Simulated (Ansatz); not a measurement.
**F₂H₃NOSi: basis-set convergence**

Aim: see how fast density functionals converge with the basis set for F₂H₃NOSi.

Program: Ansatz 0.2.0, Gaussian basis. Level of theory: one geometry, several basis sets. These are calculated values, not measurements.

Levels to be run: PBE0-D4/def2-SVP; ωB97M-V/def2-SVP; PBE0-D4/def2-QZVPP; ωB97M-V/def2-QZVPP; the functionals' def2-TZVPP values are taken from earlier runs.

## 1. The relaxed structure

An earlier PBE0-D4 in a triple-zeta def2 set relaxation fixed the geometry.

SMILES `N[Si](O)(F)F`, 8 atoms, charge 0, spin multiplicity 1.

Atoms are counted from 1 here; the program's logs count them from 0.

Bond lengths: N1–Si2 1.686 Å, N1–H6 1.006 Å, N1–H7 1.006 Å, Si2–O3 1.619 Å, Si2–F4 1.581 Å, Si2–F5 1.584 Å, O3–H8 0.958 Å. Angles: Si2–N1–H6 121.2°, Si2–N1–H7 120.5°, H6–N1–H7 111.9°, N1–Si2–O3 112.4°, N1–Si2–F4 115.5°, N1–Si2–F5 106.2°, O3–Si2–F4 104.1°, O3–Si2–F5 112.9°, F4–Si2–F5 105.9°, Si2–O3–H8 117.2°.

## 2. PBE0-D4 in def2-SVP

Contents of in.yaml:

```yaml
crystal:
  periodic: [false, false, false]
  atoms:
    - {symbol: N, position_ang: [-0.442338, 1.046823, 0.335441]}
    - {symbol: Si, position_ang: [0.149747, -0.326185, -0.442813]}
    - {symbol: O, position_ang: [0.387314, -1.558925, 0.578905]}
    - {symbol: F, position_ang: [-0.787632, -0.930366, -1.563318]}
    - {symbol: F, position_ang: [1.475467, 0.124103, -1.183053]}
    - {symbol: H, position_ang: [-1.266006, 1.005442, 0.911870]}
    - {symbol: H, position_ang: [-0.311688, 1.959356, -0.068315]}
    - {symbol: H, position_ang: [0.887338, -1.377247, 1.375484]}
basis:
  gaussian: {orbitals: def2-SVP}
hamiltonian: {xc: pbe0, dispersion: d4}
output: {orbitals: {seedname: orbitals}}
```

The runs that follow: ωB97M-V in def2-SVP; PBE0-D4 in def2-QZVPP; ωB97M-V in def2-QZVPP.

Before running them: what should the planned runs give, taken together? Wanted: PBE0-D4: double and triple zeta above quadruple; ωB97M-V: double and triple zeta above quadruple.

**Answer**, as computed:

| quantity | value |
| --- | --- |
| PBE0-D4: double and triple zeta above quadruple | 15.55, 0.82 eV |
| ωB97M-V: double and triple zeta above quadruple | 15.72, 0.77 eV |

**Reading.** For PBE0-D4 the step from double to triple zeta gains 14.73 eV and the next only 0.82 eV. These are total energies; as a rule much of such shifts cancels in differences, which this series doesn't test. The LUMO of ωB97M-V is positive and keeps falling with the basis (2.70 to 1.29 eV): an unbound level that the basis holds in place.
